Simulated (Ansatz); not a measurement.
# BrH₅Si₂, SMILES [SiH3][SiH2]Br: vertical spin-state energies

With the Python package of Ansatz (0.2.0).

Typed at the interpreter:
```pycon
>>> import ansatz as az
>>> BASIS = "6-31G*"
>>> FUNCTIONAL = "B3LYP"
>>> GEOMETRY = """
... Si   -0.64320    0.83750   -0.37080
... Si    0.51430   -0.94890    0.31540
... Br    2.47830   -0.32400    1.05300
... H    -1.95500    0.47520   -0.88980
... H     0.00850    1.59090   -1.50330
... H    -0.90610    1.85890    0.73300
... H    -0.16380   -1.65850    1.41710
... H     0.75910   -1.88830   -0.81050
... """
>>> system = az.Crystal.molecule()
>>> for line in GEOMETRY.strip().splitlines():
...     symbol, *xyz = line.split()
...     system = system.atom(symbol, [float(v) for v in xyz])
...
>>> setup = (
...     system.calculation()
...     .basis(gaussian=BASIS)
...     .functional(FUNCTIONAL)
... )
>>> found = {}
>>> for unpaired in [0, 2]:
...     summary = setup.spin("collinear", total=unpaired).run(threads=1).report
...     s = unpaired / 2
...     found[unpaired] = summary["free_energy_ev"]
...     print(f"2S+1 = {unpaired + 1}: E = {found[unpaired]:.5f} eV, <S^2> = {abs(summary['mean_field']['state']['spin_squared']):.3f} (pure state {s * (s + 1):.2f})")
...
2S+1 = 1: E = -85876.62803 eV, <S^2> = 0.000 (pure state 0.00)
2S+1 = 3: E = -85870.98209 eV, <S^2> = 2.003 (pure state 2.00)
>>> lowest = min(found, key=found.get)
>>> for unpaired, e in found.items():
...     print(f"multiplicity {unpaired + 1}: {(e - found[lowest]):.3f} eV above the lowest")
...
multiplicity 1: 0.000 eV above the lowest
multiplicity 3: 5.646 eV above the lowest
```

In order: multiplicity 1 (+0.00 eV) and multiplicity 3 (+5.65 eV), all at the one geometry.

Caveats:
- Total energies depend on the basis set; only differences at equal settings carry meaning.
- The geometry is a force-field or estimated start, not a minimum of this method, and the basis set is short of its limit. All parts are taken at fixed geometry, without zero-point energy.
- b3lyp holds the VWN-RPA fit, as in Gaussian; the form of ORCA and Turbomole is b3lyp5.
- Hardware and time: 8.3 s on 1 thread of Intel(R) Xeon(R) 6975P-C (Granite Rapids) (shared host), peak memory 0.31 GiB.
